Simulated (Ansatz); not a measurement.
# TiS (triplet): wave-function methods side by side, def2-QZVPP

An exercise on one series of results from a longer session: the logs are not shown, and one member is left open.

Computed with Ansatz 0.2.0, Gaussian basis. Level: def2-QZVPP, core rule «outside noble gas», up to 14 orbitals frozen.

To be run: UHF; ROHF; CCSD(T) on UHF.

2 further runs of the same task are left out: 2 set aside as unsound or not needed.

### What is computed

The geometry is a PBE0/def2-TZVP stationary point (not a proven minimum).

2 atoms, charge 0, spin multiplicity 3.

Atoms are counted from 1 here; the program's logs count them from 0.

Bond lengths: Ti1–S2 2.066 Å.

The first run:

The input, in.yaml:

```yaml
crystal:
  periodic: [false, false, false]
  atoms:
    - {symbol: Ti, position_ang: [0.000000, 0.000000, 0.000000]}
    - {symbol: S, position_ang: [0.000000, 0.000000, 2.066400]}
basis:
  gaussian: {orbitals: "def2-QZVPP.json"}
magnetization: {spin_polarized: true, initial_magnetization: 2}
hamiltonian: {xc: hf}
output: {orbitals: {seedname: orbitals}}
```

On the command line:

```bash
> ansatz run in.yaml --threads 1 --pin off --events-out ev --progress --plain --max-ram 4096MiB --backend cpu
```

Steps of the session up to this table: UHF; ROHF; CCSD(T) on UHF.

One of the session's tables, all rows but one given; the rest of the session is left out.

| method | from UCCSD(T) (meV) |
| --- | --- |
| ROHF | +8654.3 |
| UHF | ? |
| UMP2 | +1438.0 |
| UCCSD | +644.6 |
| UCCSD(T) | 0 |

Estimate the missing values for UHF.

The run gave: from UCCSD(T) (meV): +8257.1. In the column «from UCCSD(T) (meV)» it lies between UMP2 (+1438.0) and ROHF (+8654.3).
